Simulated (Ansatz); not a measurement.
**CH₆AlNSeSi: basis-set convergence**

Aim: see how fast density functionals converge with the basis set for CH₆AlNSeSi.

The runs use Ansatz 0.2.0, Gaussian basis; one geometry, several basis sets.

Levels to be run: PBE0-D4/def2-SVP; ωB97M-V/def2-SVP; PBE0-D4/def2-QZVPP; ωB97M-V/def2-QZVPP; the functionals' def2-TZVPP values are taken from earlier runs.

**1. Structure used throughout**

All runs share one geometry, relaxed beforehand with PBE0-D4 in a triple-zeta def2 set.

11 atoms, charge 0, spin multiplicity 1.

Atoms are counted from 1 here; the program's logs count them from 0.

Bond lengths: C1–Si2 1.866 Å, C1–H6 1.094 Å, C1–H7 1.093 Å, C1–H8 1.090 Å, Si2–N3 1.712 Å, Si2–Al4 2.336 Å, Si2–Se5 2.387 Å, N3–H9 1.009 Å, N3–H10 1.007 Å, Al4–Se5 2.298 Å, Al4–H11 1.579 Å. Angles: Si2–C1–H6 110.1°, Si2–C1–H7 110.6°, Si2–C1–H8 110.7°, H6–C1–H7 108.4°, H6–C1–H8 108.0°, H7–C1–H8 109.0°, C1–Si2–N3 106.5°, C1–Si2–Al4 127.1°, C1–Si2–Se5 110.1°, N3–Si2–Al4 124.9°, N3–Si2–Se5 117.7°, Al4–Si2–Se5 58.2°, Si2–N3–H9 120.0°, Si2–N3–H10 121.0°, H9–N3–H10 111.3°, Si2–Al4–Se5 62.0°, Si2–Al4–H11 162.0°, Se5–Al4–H11 135.9° and more.

**2. PBE0-D4 in def2-SVP**

in.yaml reads:

```yaml
crystal:
  periodic: [false, false, false]
  atoms:
    - {symbol: C, position_ang: [-1.153795, 0.535968, 1.074825]}
    - {symbol: Si, position_ang: [0.151218, -0.122363, -0.085728]}
    - {symbol: N, position_ang: [1.654850, 0.079311, 0.708203]}
    - {symbol: Al, position_ang: [-0.189372, -1.425113, -1.994756]}
    - {symbol: Se, position_ang: [-0.103027, 0.857553, -2.247421]}
    - {symbol: H, position_ang: [-0.944652, 1.581299, 1.322015]}
    - {symbol: H, position_ang: [-1.169913, -0.041624, 2.002215]}
    - {symbol: H, position_ang: [-2.139935, 0.490551, 0.611932]}
    - {symbol: H, position_ang: [1.806385, 0.877001, 1.306624]}
    - {symbol: H, position_ang: [2.512947, -0.223226, 0.277721]}
    - {symbol: H, position_ang: [-0.359309, -2.666356, -2.955030]}
basis:
  gaussian: {orbitals: def2-SVP}
hamiltonian: {xc: pbe0, dispersion: d4}
output: {orbitals: {seedname: orbitals}}
```

Run with:

```console
$ ansatz run in.yaml --threads 4 --pin off --events-out ev --progress --plain --max-ram 10444MiB
```

The runs that follow: ωB97M-V in def2-SVP; PBE0-D4 in def2-QZVPP; ωB97M-V in def2-QZVPP.

Before running them: what should the planned runs give, taken together? Wanted: PBE0-D4: double and triple zeta above quadruple; ωB97M-V: double and triple zeta above quadruple.

The runs gave:

```
                                       quantity           value
PBE0-D4: double and triple zeta above quadruple  18.22, 1.99 eV
ωB97M-V: double and triple zeta above quadruple  18.25, 1.92 eV
```

PBE0-D4 gains 16.24 eV from double to triple zeta, then 1.99 eV more. Total energies overstate the basis error of differences, where much of it tends to cancel.
